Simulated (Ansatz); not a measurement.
# Si4H8O: up Jacob's ladder to CCSD(T)

How much do the methods differ for Si4H8O? The plan is to run it at one geometry with functionals of several rungs and with coupled cluster. The yardstick is the atomisation energy at the CCSD(T) limit.

Program: Ansatz 0.2.0, Gaussian basis. Level of theory: functionals in def2-TZVPP, the program's frozen cores in correlated methods. These are calculated values, not measurements.

Levels to be run: PBE-D4, r2SCAN-D4, PBE0-D4, B3LYP-D4, ωB97X-V, ωB97M-V, B2PLYP; CCSD(T)/def2-TZVPP; MP2/def2-QZVPP; extrapolation to the limit.

## Step 1: The geometry

An earlier PBE0-D4 in a triple-zeta def2 set relaxation fixed the geometry.

13 atoms, charge 0, spin multiplicity 1.

Atoms are counted from 1 here; the program's logs count them from 0.

Bond lengths: O1–Si2 1.652 Å, O1–H6 0.959 Å, Si2–Si3 2.324 Å, Si2–Si4 2.320 Å, Si2–Si5 2.320 Å, Si3–H7 1.489 Å, Si3–H8 1.487 Å, Si3–H9 1.487 Å, Si4–Si5 2.352 Å, Si4–H10 1.488 Å, Si4–H11 1.486 Å, Si5–H12 1.486 Å, Si5–H13 1.488 Å. Angles: Si2–O1–H6 117.2°, O1–Si2–Si3 111.8°, O1–Si2–Si4 130.2°, O1–Si2–Si5 130.2°, Si3–Si2–Si4 106.8°, Si3–Si2–Si5 106.9°, Si4–Si2–Si5 60.9°, Si2–Si3–H7 106.1°, Si2–Si3–H8 111.8°, Si2–Si3–H9 111.8°, H7–Si3–H8 109.0°, H7–Si3–H9 109.0°, H8–Si3–H9 109.0°, Si2–Si4–Si5 59.5°, Si2–Si4–H10 119.0°, Si2–Si4–H11 121.9°, Si5–Si4–H10 108.1°, Si5–Si4–H11 127.7° and more.

## Step 2: PBE-D4 (GGA)

in.yaml reads:

```yaml
crystal:
  periodic: [false, false, false]
  atoms:
    - {symbol: O, position_ang: [-2.345624, 0.671114, 0.320684]}
    - {symbol: Si, position_ang: [-0.771589, 0.210775, 0.120482]}
    - {symbol: Si, position_ang: [-0.032133, -1.124908, 1.872802]}
    - {symbol: Si, position_ang: [0.353408, -0.494813, -1.782142]}
    - {symbol: Si, position_ang: [1.061781, 1.423873, -0.620686]}
    - {symbol: H, position_ang: [-2.728475, 1.230821, -0.357060]}
    - {symbol: H, position_ang: [1.383429, -1.465662, 1.563152]}
    - {symbol: H, position_ang: [-0.819714, -2.381559, 1.980036]}
    - {symbol: H, position_ang: [-0.083698, -0.407581, 3.174236]}
    - {symbol: H, position_ang: [-0.146863, -0.068600, -3.116711]}
    - {symbol: H, position_ang: [1.027521, -1.817236, -1.849507]}
    - {symbol: H, position_ang: [2.284009, 1.585468, 0.208642]}
    - {symbol: H, position_ang: [0.838149, 2.603407, -1.499126]}
basis:
  gaussian: {orbitals: def2-TZVPP}
hamiltonian: {xc: pbe, dispersion: d4}
output: {forces: true, orbitals: {seedname: orbitals}}
```

The run is started by

```sh
$ ansatz run in.yaml --threads 4 --pin off --events-out ev --progress --plain --max-ram 10444MiB
```

The log of the run (excerpt; [...] marks lines left out):

```text
Functional definition: PBE
  name "PBE"
  cite "Perdew, Burke & Ernzerhof, Phys. Rev. Lett. 77, 3865 (1996) doi:10.1103/PhysRevLett.77.3865"
  parent pbe
[...]
1775 factors; their error is unknown
[...]
mean field -33671.19447354 eV, -1237.3935737471 hartree, gradient 2.2e-5 eV, S^2 0.000000; 0 other end points of the search recorded, 0 dependent functions left out
[...]
reference -33671.19452908 eV, -1237.3935757884 hartree; 36, 36 occupied and 275, 275 virtual orbitals, 1775 factors
Total energy: -33671.58245396 eV, -1237.4078317647 hartree
Atom 0 at    -2.345624     0.671114     0.320684 Å, force    -0.333305    -0.125045     0.405527 eV/Å
Atom 1 at    -0.771589     0.210775     0.120482 Å, force     0.337598    -0.105741    -0.033697 eV/Å
Atom 2 at    -0.032133    -1.124908     1.872802 Å, force    -0.031589     0.047072    -0.058417 eV/Å
Atom 3 at     0.353408    -0.494813    -1.782142 Å, force    -0.014431    -0.034107     0.024888 eV/Å
Atom 4 at     1.061781     1.423873    -0.620686 Å, force    -0.000997    -0.003254     0.044575 eV/Å
Atom 5 at    -2.728475     1.230821    -0.357060 Å, force    -0.185163     0.267426    -0.323362 eV/Å
Atom 6 at     1.383429    -1.465662     1.563152 Å, force     0.136885    -0.033524    -0.027938 eV/Å
Atom 7 at    -0.819714    -2.381559     1.980036 Å, force    -0.078355    -0.134995     0.015620 eV/Å
Atom 8 at    -0.083698    -0.407581     3.174236 Å, force    -0.001402     0.070241     0.140339 eV/Å
Atom 9 at    -0.146863    -0.068600    -3.116711 Å, force    -0.043795     0.046868    -0.148620 eV/Å
Atom 10 at     1.027521    -1.817236    -1.849507 Å, force     0.082356    -0.148303    -0.021931 eV/Å
Atom 11 at     2.284009     1.585468     0.208642 Å, force     0.146950     0.027263     0.084023 eV/Å
Atom 12 at     0.838149     2.603407    -1.499126 Å, force    -0.014751     0.126099    -0.101010 eV/Å
Dipole moment:    -0.111839     0.132044    -0.145851 e Å
```

Wall time 4.1 s (4 threads of Intel Xeon Platinum 8175M at 2.50GHz, shared host); peak memory 0.55 GiB.

Atomisation energy: 3963.6 kJ/mol (free atoms -33630.502 eV, run apart). HOMO -5.71 eV, LUMO -2.36 eV.

## Step 3: r2SCAN-D4 (meta-GGA)

Changes to in.yaml since step 2:

```diff
@@ -18,3 +18,3 @@
   gaussian: {orbitals: def2-TZVPP}
-hamiltonian: {xc: pbe, dispersion: d4}
+hamiltonian: {xc: r2scan, dispersion: d4}
 output: {forces: true, orbitals: {seedname: orbitals}}
```

Same command.

The log of the run (excerpt; [...] marks lines left out):

```text
Functional definition: r2SCAN
  name "r2SCAN"
  cite "Furness, Kaplan, Ning, Perdew & Sun, J. Phys. Chem. Lett. 11, 8208 (2020) doi:10.1021/acs.jpclett.0c02405"
  cite "Furness, Kaplan, Ning, Perdew & Sun, J. Phys. Chem. Lett. 11, 9248 (2020) doi:10.1021/acs.jpclett.0c03077"
  parent r2scan
[...]
1775 factors; their error is unknown
[...]
mean field -33685.98788802 eV, -1237.9372217019 hartree, gradient 3.9e-5 eV, S^2 0.000000; 0 other end points of the search recorded, 0 dependent functions left out
[...]
reference -33685.98790525 eV, -1237.9372223353 hartree; 36, 36 occupied and 275, 275 virtual orbitals, 1775 factors
Total energy: -33686.08271626 eV, -1237.9407065757 hartree
Atom 0 at    -2.345624     0.671114     0.320684 Å, force    -0.086628     0.008040     0.041096 eV/Å
Atom 1 at    -0.771589     0.210775     0.120482 Å, force     0.079937    -0.027369    -0.006144 eV/Å
[...]
Atom 3 at     0.353408    -0.494813    -1.782142 Å, force    -0.007099    -0.022291    -0.026604 eV/Å
Atom 4 at     1.061781     1.423873    -0.620686 Å, force     0.014320     0.030761     0.006331 eV/Å
Atom 5 at    -2.728475     1.230821    -0.357060 Å, force    -0.020450     0.022362    -0.024904 eV/Å
Atom 6 at     1.383429    -1.465662     1.563152 Å, force    -0.025576     0.003116     0.011877 eV/Å
Atom 7 at    -0.819714    -2.381559     1.980036 Å, force     0.015368     0.012692     0.007135 eV/Å
Atom 8 at    -0.083698    -0.407581     3.174236 Å, force     0.004404    -0.017977    -0.010818 eV/Å
Atom 9 at    -0.146863    -0.068600    -3.116711 Å, force     0.011666    -0.002144     0.007903 eV/Å
Atom 10 at     1.027521    -1.817236    -1.849507 Å, force     0.000089     0.006304    -0.006701 eV/Å
Atom 11 at     2.284009     1.585468     0.208642 Å, force    -0.000925     0.004132    -0.008097 eV/Å
Atom 12 at     0.838149     2.603407    -1.499126 Å, force     0.008412    -0.010940     0.002160 eV/Å
Dipole moment:    -0.108658     0.135474    -0.153360 e Å
```

Run time: 6.5 s. Hardware: 4 threads of Intel Xeon Platinum 8175M at 2.50GHz, shared host; peak memory 0.58 GiB.

With the free atoms at this level, -33644.787 eV in sum, the atomisation energy is 3984.5 kJ/mol. HOMO -5.92 eV, LUMO -2.20 eV.

## Step 4: PBE0-D4 (hybrid)

Changes to in.yaml since step 3:

```diff
@@ -18,3 +18,3 @@
   gaussian: {orbitals: def2-TZVPP}
-hamiltonian: {xc: r2scan, dispersion: d4}
-output: {forces: true, orbitals: {seedname: orbitals}}
+hamiltonian: {xc: pbe0, dispersion: d4}
+output: {orbitals: {seedname: orbitals}}
```

The command is unchanged.

The log of the run:

```text
Functional definition: PBE0
  name "PBE0"
  cite "Adamo & Barone, J. Chem. Phys. 110, 6158 (1999) doi:10.1063/1.478522"
  cite "Perdew, Burke & Ernzerhof, Phys. Rev. Lett. 77, 3865 (1996) doi:10.1103/PhysRevLett.77.3865"
  parent pbe
  parameter a = 0.25
  parameter kappa = 0.804
  parameter beta = 0.06672455060314922
  exchange = (1 - a)*pbe_x(kappa = kappa, mu = beta*pi^2/3) + a*exact_x
  correlation = pbe_c(beta = beta)
1787 factors; their error is unknown
mean field evaluation 1: about -33669.7272 eV, gradient 5.2e1 eV
mean field evaluation 2: about -33660.9715 eV, gradient 8.6e1 eV
mean field evaluation 4: about -33674.2573 eV, gradient 3.9e0 eV
mean field evaluation 8: about -33674.2981 eV, gradient 5.6e-2 eV
mean field evaluation 16: about -33674.3659 eV, gradient 2.9e-5 eV
mean field -33674.36590028 eV, -1237.5101215302 hartree, gradient 2.9e-5 eV, S^2 0.000000; 0 other end points of the search recorded, 0 dependent functions left out
reference -33674.36594196 eV, -1237.5101230620 hartree; 36, 36 occupied and 275, 275 virtual orbitals, 1787 factors
Total energy: -33674.70241558 eV, -1237.5224882396 hartree
```

It took 5.5 s on 4 threads of Intel Xeon Platinum 8175M at 2.50GHz, shared host; peak memory 1.1 GiB.

With the free atoms at this level, -33633.948 eV in sum, the atomisation energy is 3932.2 kJ/mol. HOMO -6.72 eV, LUMO -1.55 eV.

## Step 5: B3LYP-D4 (hybrid)

B3LYP here takes the VWN-RPA correlation.

Changes to in.yaml since step 4:

```diff
@@ -18,3 +18,3 @@
   gaussian: {orbitals: def2-TZVPP}
-hamiltonian: {xc: pbe0, dispersion: d4}
-output: {orbitals: {seedname: orbitals}}
+hamiltonian: {xc: {name: B3LYP}, dispersion: d4}
+output: {forces: true, orbitals: {seedname: orbitals}}
```

Same command.

The log of the run (excerpt; [...] marks lines left out):

```text
Functional definition: B3LYP
  name "B3LYP"
  cite "Stephens, Devlin, Chabalowski & Frisch, J. Phys. Chem. 98, 11623 (1994) doi:10.1021/j100096a001"
  cite "Becke, Phys. Rev. A 38, 3098 (1988) doi:10.1103/PhysRevA.38.3098"
  cite "Lee, Yang & Parr, Phys. Rev. B 37, 785 (1988) doi:10.1103/PhysRevB.37.785"
  cite "Vosko, Wilk & Nusair, Can. J. Phys. 58, 1200 (1980) doi:10.1139/p80-159"
[...]
1787 factors; their error is unknown
[...]
mean field -33692.12114399 eV, -1238.1626147017 hartree, gradient 5.5e-5 eV, S^2 0.000000; 0 other end points of the search recorded, 0 dependent functions left out
[...]
reference -33692.12148654 eV, -1238.1626272900 hartree; 36, 36 occupied and 275, 275 virtual orbitals, 1787 factors
Total energy: -33692.75242547 eV, -1238.1858138682 hartree
Atom 0 at    -2.345624     0.671114     0.320684 Å, force    -0.125133     0.054149    -0.010479 eV/Å
[...]
Atom 3 at     0.353408    -0.494813    -1.782142 Å, force     0.007145    -0.118016    -0.187745 eV/Å
Atom 4 at     1.061781     1.423873    -0.620686 Å, force     0.120936     0.185382    -0.003589 eV/Å
Atom 5 at    -2.728475     1.230821    -0.357060 Å, force    -0.067408     0.020795     0.005845 eV/Å
Atom 6 at     1.383429    -1.465662     1.563152 Å, force    -0.091024     0.016255     0.030541 eV/Å
Atom 7 at    -0.819714    -2.381559     1.980036 Å, force     0.053013     0.069502     0.001903 eV/Å
Atom 8 at    -0.083698    -0.407581     3.174236 Å, force     0.008524    -0.051010    -0.070496 eV/Å
Atom 9 at    -0.146863    -0.068600    -3.116711 Å, force     0.028572    -0.045185     0.070000 eV/Å
Atom 10 at     1.027521    -1.817236    -1.849507 Å, force    -0.037342     0.076610    -0.005103 eV/Å
Atom 11 at     2.284009     1.585468     0.208642 Å, force    -0.066707    -0.002091    -0.052666 eV/Å
Atom 12 at     0.838149     2.603407    -1.499126 Å, force     0.025075    -0.054946     0.063660 eV/Å
Dipole moment:    -0.098868     0.134723    -0.158006 e Å
```

Wall time 8.5 s (4 threads of Intel Xeon Platinum 8175M at 2.50GHz, shared host); peak memory 1.2 GiB.

Atomisation energy: 3948.7 kJ/mol (free atoms -33651.827 eV, run apart). HOMO -6.53 eV, LUMO -1.64 eV.

## Step 6: ωB97X-V (range-separated)

Changes to in.yaml since step 5:

```diff
@@ -18,3 +18,3 @@
   gaussian: {orbitals: def2-TZVPP}
-hamiltonian: {xc: {name: B3LYP}, dispersion: d4}
-output: {forces: true, orbitals: {seedname: orbitals}}
+hamiltonian: {xc: {name: wB97X-V}}
+output: {orbitals: {seedname: orbitals}}
```

Same command.

The log of the run (excerpt; [...] marks lines left out):

```text
Functional definition: wB97X-V
  name "wB97X-V"
  cite "Mardirossian & Head-Gordon, Phys. Chem. Chem. Phys. 16, 9904 (2014) doi:10.1039/C3CP54374A"
  cite "Becke, J. Chem. Phys. 107, 8554 (1997) doi:10.1063/1.475007"
  cite "Vydrov & Van Voorhis, J. Chem. Phys. 133, 244103 (2010) doi:10.1063/1.3521275"
[...]
      + integral(e_c_pw_opposite_spin*poly(b97_u_opposite, cos0, cos1)) + vv10(b, c)
1787 factors; their error is unknown
403 factors; integrals over basis functions are off by at most 1.1e-5 eV
[...]
mean field -33684.13141950 eV, -1237.8689977424 hartree, gradient 4.4e-5 eV, S^2 0.000000; 0 other end points of the search recorded, 0 dependent functions left out
reference -33684.13141669 eV, -1237.8689976391 hartree; 36, 36 occupied and 275, 275 virtual orbitals, 1787 factors
Total energy: -33684.13141669 eV, -1237.8689976391 hartree
```

Wall time 12 s (4 threads of Intel Xeon Platinum 8175M at 2.50GHz, shared host); peak memory 1.4 GiB.

Atomisation energy: 4008.6 kJ/mol (free atoms -33642.585 eV, run apart). HOMO -8.84 eV, LUMO 0.53 eV.

## Step 7: ωB97M-V (range-separated)

Changes to in.yaml since step 6:

```diff
@@ -18,3 +18,3 @@
   gaussian: {orbitals: def2-TZVPP}
-hamiltonian: {xc: {name: wB97X-V}}
-output: {orbitals: {seedname: orbitals}}
+hamiltonian: {xc: {name: wB97M-V}}
+output: {forces: true, orbitals: {seedname: orbitals}}
```

Launched as before.

The log of the run (excerpt; [...] marks lines left out):

```text
Functional definition: wB97M-V
  name "wB97M-V"
  cite "Mardirossian & Head-Gordon, J. Chem. Phys. 144, 214110 (2016) doi:10.1063/1.4952647"
  cite "Becke, J. Chem. Phys. 107, 8554 (1997) doi:10.1063/1.475007"
  cite "Vydrov & Van Voorhis, J. Chem. Phys. 133, 244103 (2010) doi:10.1063/1.3521275"
  # Of w^i u^j: cxij and so on, Table III.
[...]
  gx(w, u) = 1 - cx + cx01*u + cx10*w
  gss(w, u) = css00 + css04*u^4 + css10*w + css20*w^2 + css43*w^4*u^3
  gos(w, u) = cos00 + cos10*w + (cos20 + cos21*u)*w^2 + (cos60 + cos61*u)*w^6
[...]
      + integral(e_c_pw_mod_opposite_spin*gos(b97_w_opposite, b97_u_opposite)) + vv10(b, c)
1787 factors; their error is unknown
403 factors; integrals over basis functions are off by at most 1.1e-5 eV
[...]
Atom 3 at     0.353408    -0.494813    -1.782142 Å, force     0.003647    -0.073785    -0.091723 eV/Å
Atom 4 at     1.061781     1.423873    -0.620686 Å, force     0.068043     0.095209     0.011006 eV/Å
Atom 5 at    -2.728475     1.230821    -0.357060 Å, force    -0.010801    -0.018220     0.035053 eV/Å
Atom 6 at     1.383429    -1.465662     1.563152 Å, force    -0.142189     0.037569     0.026793 eV/Å
Atom 7 at    -0.819714    -2.381559     1.980036 Å, force     0.090999     0.143825    -0.016236 eV/Å
Atom 8 at    -0.083698    -0.407581     3.174236 Å, force     0.008086    -0.079701    -0.150931 eV/Å
Atom 9 at    -0.146863    -0.068600    -3.116711 Å, force     0.052412    -0.041768     0.149099 eV/Å
Atom 10 at     1.027521    -1.817236    -1.849507 Å, force    -0.070930     0.150640     0.010114 eV/Å
Atom 11 at     2.284009     1.585468     0.208642 Å, force    -0.135217    -0.022350    -0.094541 eV/Å
Atom 12 at     0.838149     2.603407    -1.499126 Å, force     0.019362    -0.131513     0.094304 eV/Å
Dipole moment:    -0.098820     0.133972    -0.156773 e Å
```

Wall time 18 s (4 threads of Intel Xeon Platinum 8175M at 2.50GHz, shared host); peak memory 1.5 GiB.

Atomisation energy: 3960.4 kJ/mol (free atoms -33645.248 eV, run apart). HOMO -8.64 eV, LUMO 0.29 eV.

## Step 8: B2PLYP (double hybrid)

Changes to in.yaml since step 7:

```diff
@@ -18,3 +18,2 @@
   gaussian: {orbitals: def2-TZVPP}
-hamiltonian: {xc: {name: wB97M-V}}
-output: {forces: true, orbitals: {seedname: orbitals}}
+hamiltonian: {xc: {name: B2PLYP}}
```

The command is unchanged.

The log of the run (excerpt; [...] marks lines left out):

```text
Functional definition: B2PLYP
  name "B2PLYP"
  cite "Grimme, J. Chem. Phys. 124, 034108 (2006) doi:10.1063/1.2148954"
  cite "Becke, Phys. Rev. A 38, 3098 (1988) doi:10.1103/PhysRevA.38.3098"
  cite "Lee, Yang & Parr, Phys. Rev. B 37, 785 (1988) doi:10.1103/PhysRevB.37.785"
[...]
1784 factors; integrals over basis functions are off by at most 9.5e-4 eV
[...]
mean field -33668.38482928 eV, -1237.2903212252 hartree, gradient 4.1e-6 eV, S^2 0.000000; 0 other end points of the search recorded, 0 dependent functions left out
21 core orbitals not correlated: weight in the atoms' cores, before any rotation towards them, 1.000 or more for the frozen orbitals, at most 0.000 for the correlated occupied ones
reference -33668.38504535 eV, -1237.2903291654 hartree; 15, 15 occupied and 275, 275 virtual orbitals, 1784 factors
second order -24.61197870 eV of doubles, -0.00000000 eV of singles
Total energy: -33675.03027959 eV, -1237.5345370198 hartree
```

It took 9 s on 4 threads of Intel Xeon Platinum 8175M at 2.50GHz, shared host; peak memory 0.99 GiB.

With the free atoms at this level, -33634.745 eV in sum, the atomisation energy is 3886.9 kJ/mol.

## Step 9: Orbital energies across the functionals

Dipoles come from the runs that computed forces. Levels, from each run's orbital file:

```tsv
functional	HOMO (eV)	LUMO (eV)	gap (eV)	dipole (D)
PBE-D4	-5.71	-2.36	3.35	1.09
r2SCAN-D4	-5.92	-2.20	3.72	1.11
PBE0-D4	-6.72	-1.55	5.17	
B3LYP-D4	-6.53	-1.64	4.89	1.10
ωB97X-V	-8.84	0.53	9.37	
ωB97M-V	-8.64	0.29	8.93	1.10
```

## Step 10: CCSD(T) in def2-TZVPP

Changes to in.yaml since step 8:

```diff
@@ -18,2 +18,2 @@
   gaussian: {orbitals: def2-TZVPP}
-hamiltonian: {xc: {name: B2PLYP}}
+correlation: {method: ccsd_t}
```

Launched as before.

The log of the run (excerpt; [...] marks lines left out):

```text
Functional definition: HF
  name "HF"
  cite "Fock, Z. Phys. 61, 126 (1930) doi:10.1007/BF01340294"
  parent pbe
[...]
1784 factors; integrals over basis functions are off by at most 9.5e-4 eV
[...]
mean field -33614.72131464 eV, -1235.3182234365 hartree, gradient 3.0e-6 eV, S^2 0.000000; 0 other end points of the search recorded, 0 dependent functions left out
21 core orbitals not correlated: weight in the atoms' cores, before any rotation towards them, 1.000 or more for the frozen orbitals, at most 0.000 for the correlated occupied ones
reference -33614.72131464 eV, -1235.3182234365 hartree; 15, 15 occupied and 275, 275 virtual orbitals, 1784 factors
second order -19.91898227 eV of doubles, -0.00000000 eV of singles
cycle   1  -21.07962492 eV  change    -1.2e0 eV  update   1.2e-1
[...]
cycle  10  -21.84486119 eV  change    2.0e-5 eV  update   2.6e-5
perturbative correction -0.91151172 eV, -0.0334974377 hartree
Total energy: -33637.47768754 eV, -1236.1545047158 hartree
```

Wall time 8 min (4 threads of Intel Xeon Platinum 8175M at 2.50GHz, shared host); peak memory 3.9 GiB.

## Step 11: MP2 in def2-QZVPP

Changes to in.yaml since step 10:

```diff
@@ -17,3 +17,3 @@
 basis:
-  gaussian: {orbitals: def2-TZVPP}
-correlation: {method: ccsd_t}
+  gaussian: {orbitals: "def2-QZVPP.json"}
+correlation: {method: mp2}
```

Launched as before.

The log of the run:

```text
Functional definition: HF
  name "HF"
  cite "Fock, Z. Phys. 61, 126 (1930) doi:10.1007/BF01340294"
  parent pbe
  exchange = exact_x
  correlation = 0
3389 factors; integrals over basis functions are off by at most 8.2e-4 eV
mean field evaluation 1: about -33611.4562 eV, gradient 3.8e1 eV
mean field evaluation 2: about -33611.6230 eV, gradient 3.8e1 eV
mean field evaluation 4: about -33615.6548 eV, gradient 4.6e0 eV
mean field evaluation 8: about -33615.7743 eV, gradient 2.6e-1 eV
mean field -33615.77485172 eV, -1235.3569402102 hartree, gradient 8.4e-6 eV, S^2 0.000000; 0 other end points of the search recorded, 0 dependent functions left out
21 core orbitals not correlated: weight in the atoms' cores, before any rotation towards them, 1.000 or more for the frozen orbitals, at most 0.000 for the correlated occupied ones
reference -33615.77485172 eV, -1235.3569402102 hartree; 15, 15 occupied and 541, 541 virtual orbitals, 3389 factors
second order -21.45929868 eV of doubles, -0.00000000 eV of singles
Total energy: -33637.23415040 eV, -1236.1455548910 hartree
```

Run time: 36 s. Hardware: 4 threads of Intel Xeon Platinum 8175M at 2.50GHz, shared host; peak memory 4.5 GiB.

Energy pieces by basis (eV):

```tsv
basis	HF	MP2 correlation	CCSD correlation	(T)	total
def2-TZVPP	-33614.7213	-19.9190	-21.8449	-0.9115	-33637.4777
def2-QZVPP	-33615.7749	-21.4593			-33637.2342 (MP2)
```

The report of the def2-TZVPP run gives T1 = 0.0149.

## Step 12: The basis-set limit

This step is arithmetic on the last runs, with X = 3 and 4: exp(−7.88√X) for Hartree-Fock, X^−2.97 for correlation; only MP2 was run in the larger set, so CCSD(T) minus MP2 is added from the smaller one.

```tsv
level	energy at the limit (eV)
HF	-33615.9200
MP2	-33638.5202
CCSD	-33640.4461
CCSD(T)	-33641.3576
```

## Step 13: The ladder

Free atoms (1 O, 4 Si, 8 H) were run apart at each level; the atomisation energy is their sum less the molecule, without zero-point or spin-orbit terms.

Differences are taken before rounding.

```tsv
method	rung	atomisation energy (kJ/mol)	from CCSD(T)/CBS (kJ/mol)	time
PBE-D4	GGA	3963.6	-13.2	4.1 s
r2SCAN-D4	meta-GGA	3984.5	+7.6	6.5 s
PBE0-D4	hybrid	3932.2	-44.7	5.5 s
B3LYP-D4	hybrid	3948.7	-28.2	8.5 s
ωB97X-V	range-separated	4008.6	+31.7	12 s
ωB97M-V	range-separated	3960.4	-16.4	18 s
B2PLYP	double hybrid	3886.9	-89.9	9 s
HF/def2-TZVPP	wavefunction	2890.0	-1086.8	
MP2/def2-TZVPP	wavefunction	3851.5	-125.4	
CCSD/def2-TZVPP	wavefunction	3801.1	-175.7	
CCSD(T)/def2-TZVPP	wavefunction	3855.5	-121.4	8 min
MP2/CBS	wavefunction	3972.9	-4.0	
CCSD(T)/CBS	wavefunction	3976.9	0	8.6 min
```

Among the levels timed on like hardware and quicker than the yardstick, those that no quicker one beats, quickest first: PBE-D4 (4.1 s, -13.2 kJ/mol); r2SCAN-D4 (6.5 s, +7.6 kJ/mol).

B2PLYP carry no dispersion term (for B3LYP, D4 adds 60.9 kJ/mol).

Times are those of the molecule's run; HF, MP2 and CCSD come out of the CCSD(T) runs, and the limit's time is the sum of the runs that it needs.

## Step 14: Summary of results

| quantity | value |
| --- | --- |
| atomisation energy, CCSD(T)/CBS | 3976.9 kJ/mol |
| functionals within 19.9 kJ/mol (0.5 %) | PBE-D4, r2SCAN-D4, ωB97M-V |
| farthest | B2PLYP (-89.9 kJ/mol) |
| mean size of error, hybrid | 36.5 kJ/mol |
| mean size of error, range-separated | 24.1 kJ/mol |
| gap, smallest and largest | 3.35 eV (PBE-D4), 9.37 eV (ωB97X-V) |
| T1 diagnostic | 0.0149 |
| triples share of the correlation energy | 4.0 % |

PBE-D4 misses by -13.2 kJ/mol. Double hybrids carry the basis error of their MP2 part in triple zeta, and no dispersion term here, so their miss is partly the set-up's. Misses under about 19.9 kJ/mol are within the doubt on the reference itself, which lacks core-valence correlation, relativity and higher excitations. Hartree-Fock recovers 73 % of the binding; the rest is correlation. The gap grows from 3.3 to 9.4 eV across the functionals, mostly with the share of exact exchange.

For cost: r2SCAN-D4 gets within 7.6 kJ/mol in 6.5 s, where CCSD(T)/CBS took 8.6 min; the quickest level in the cost chart, PBE-D4, takes 4.1 s and misses by 13.2 kJ/mol.
